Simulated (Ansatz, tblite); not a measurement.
**The cluster Ir20+: one state, many levels**

How do method and basis change the picture of the cluster Ir20+ (doublet)?

Method: as each input shows; program: Ansatz 0.2.0, Gaussian basis.

The runs, in order: GFN1-xTB, GFN2-xTB, PBE-D4/def2-TZVP, r2SCAN-D4/def2-TZVP, HF/def2-TZVP, PBE-D4/def2-SVP, PBE0-D4/def2-SVP, MP2/def2-SVP.

1 further run of the same task is left out (set aside as unsound or not needed).

## 1. The geometry

The geometry is that of the doublet, from an earlier relaxation (r2SCAN-D4/def2-SVP).

20 atoms, charge 1, spin multiplicity 2.

Bond lengths: Ir1–Ir2 2.361 Å, Ir1–Ir6 2.342 Å, Ir2–Ir3 2.403 Å, Ir2–Ir4 2.652 Å, Ir2–Ir6 3.037 Å, Ir2–Ir7 2.498 Å, Ir2–Ir8 2.588 Å, Ir3–Ir4 2.493 Å, Ir3–Ir8 2.615 Å, Ir4–Ir5 2.376 Å, Ir4–Ir8 2.557 Å, Ir4–Ir9 2.554 Å, Ir4–Ir10 2.688 Å, Ir5–Ir10 2.361 Å, Ir6–Ir7 2.552 Å, Ir6–Ir11 2.415 Å, Ir7–Ir8 2.584 Å, Ir7–Ir11 2.560 Å and more. Angles: Ir2–Ir1–Ir6 80.5°, Ir1–Ir2–Ir3 141.3°, Ir1–Ir2–Ir4 134.6°, Ir1–Ir2–Ir6 49.5°, Ir1–Ir2–Ir7 93.1°, Ir1–Ir2–Ir8 154.1°, Ir3–Ir2–Ir4 58.8°, Ir3–Ir2–Ir6 136.7°, Ir3–Ir2–Ir7 120.6°, Ir3–Ir2–Ir8 63.1°, Ir4–Ir2–Ir6 156.5°, Ir4–Ir2–Ir7 104.4°, Ir4–Ir2–Ir8 58.4°, Ir6–Ir2–Ir7 53.8°, Ir6–Ir2–Ir8 108.8°, Ir7–Ir2–Ir8 61.0°, Ir2–Ir3–Ir4 65.6°, Ir2–Ir3–Ir8 61.9° and more.

Ir takes a core potential in the def2 sets. No spin-orbit coupling is included. The ion is computed in the gas phase, without counter-ions or solvent.

PBE0-D4/def2-TZVP was run before; its log isn't repeated, and its numbers join the tables.

## 2. GFN1-xTB

Tight binding, by tblite at 300 K electronic temperature and without a spin-polarisation term:

```python
tblite.interface.Calculator('GFN1-xTB', numbers, positions, charge=1, uhf=1).singlepoint()
```

Energy -2279.7915 eV; 0.47 s.

## 3. GFN2-xTB

Tight binding, by tblite at 300 K electronic temperature and without a spin-polarisation term:

```python
tblite.interface.Calculator('GFN2-xTB', numbers, positions, charge=1, uhf=1).singlepoint()
```

Energy -2125.3180 eV; 1.1 s.

## 4. PBE-D4/def2-TZVP

start.molden holds the orbitals of an earlier run on this state, given as this run's starting guess.

Input file in.yaml:

```yaml
crystal:
  periodic: [false, false, false]
  atoms:
    - {symbol: Ir, position_ang: [-2.846513, -2.695072, -1.987703]}
    - {symbol: Ir, position_ang: [-2.960781, -1.215358, -0.151931]}
    - {symbol: Ir, position_ang: [-4.546932, -0.181745, 1.328570]}
    - {symbol: Ir, position_ang: [-3.074884, 1.421011, 0.112444]}
    - {symbol: Ir, position_ang: [-3.629085, 3.610224, -0.625364]}
    - {symbol: Ir, position_ang: [-1.630306, -3.933228, -0.414868]}
    - {symbol: Ir, position_ang: [-0.674835, -1.822184, 0.653306]}
    - {symbol: Ir, position_ang: [-2.008960, -0.019074, 1.936606]}
    - {symbol: Ir, position_ang: [-0.615323, 1.735548, 0.725131]}
    - {symbol: Ir, position_ang: [-1.448516, 3.019440, -1.311396]}
    - {symbol: Ir, position_ang: [0.728437, -3.490851, -0.688545]}
    - {symbol: Ir, position_ang: [1.731367, -1.230604, 0.004151]}
    - {symbol: Ir, position_ang: [0.612532, -0.066520, 1.987926]}
    - {symbol: Ir, position_ang: [1.772359, 1.368329, 0.140758]}
    - {symbol: Ir, position_ang: [0.762407, 3.593895, -0.514829]}
    - {symbol: Ir, position_ang: [2.931322, -3.674018, 0.224253]}
    - {symbol: Ir, position_ang: [3.983015, -1.907456, -0.954770]}
    - {symbol: Ir, position_ang: [3.874376, 0.019714, 0.516377]}
    - {symbol: Ir, position_ang: [4.116639, 2.426680, 0.514978]}
    - {symbol: Ir, position_ang: [2.906982, 2.990770, -1.471696]}
basis:
  gaussian: {orbitals: def2-TZVP, fitting: {mean_field: def2-universal-jkfit}, initial_orbitals: start.molden}
total_charge: 1
magnetization: {spin_polarized: true, initial_magnetization: 1}
hamiltonian: {xc: pbe, dispersion: d4}
scf: {omitted_lower_state_checks: [starts]}
output: {forces: true, orbitals: {seedname: orbitals}}
```

Run with:

```sh
$ ansatz run in.yaml --threads 4 --pin off --events-out ev --progress --plain --max-ram 46080MiB --backend cuda --devices 0, --max-vram 37GiB
```

Further steps of the session: r2SCAN-D4/def2-TZVP; HF/def2-TZVP; PBE-D4/def2-SVP; PBE0-D4/def2-SVP; MP2/def2-SVP.

Before running them: what should the planned runs give, taken together? Wanted: gap in def2-TZVP, named functionals and Hartree-Fock, smallest and largest; correlation energy, MP2/def2-SVP; ⟨S²⟩ in def2-TZVP, named functionals and Hartree-Fock, smallest and largest; PBE0 total energy, smallest basis above largest.

The runs gave:

| quantity | value |
| --- | --- |
| gap in def2-TZVP, named functionals and Hartree-Fock, smallest and largest | 0.07 eV (PBE-D4), 5.53 eV (HF) |
| correlation energy, MP2/def2-SVP | -230.74 eV |
| ⟨S²⟩ in def2-TZVP, named functionals and Hartree-Fock, smallest and largest | 3.314, 18.985 |
| PBE0 total energy, smallest basis above largest | 8.39 eV (def2-SVP, def2-TZVP) |

What this shows: Over the named functionals and Hartree-Fock in def2-TZVP the gap runs from 0.07 eV (PBE-D4) to 5.53 eV (HF); exact exchange widens it. Over the named functionals and Hartree-Fock in def2-TZVP spin contamination reaches 18.23 (HF), and every level is far from pure, so all describe a mixture with higher spin.
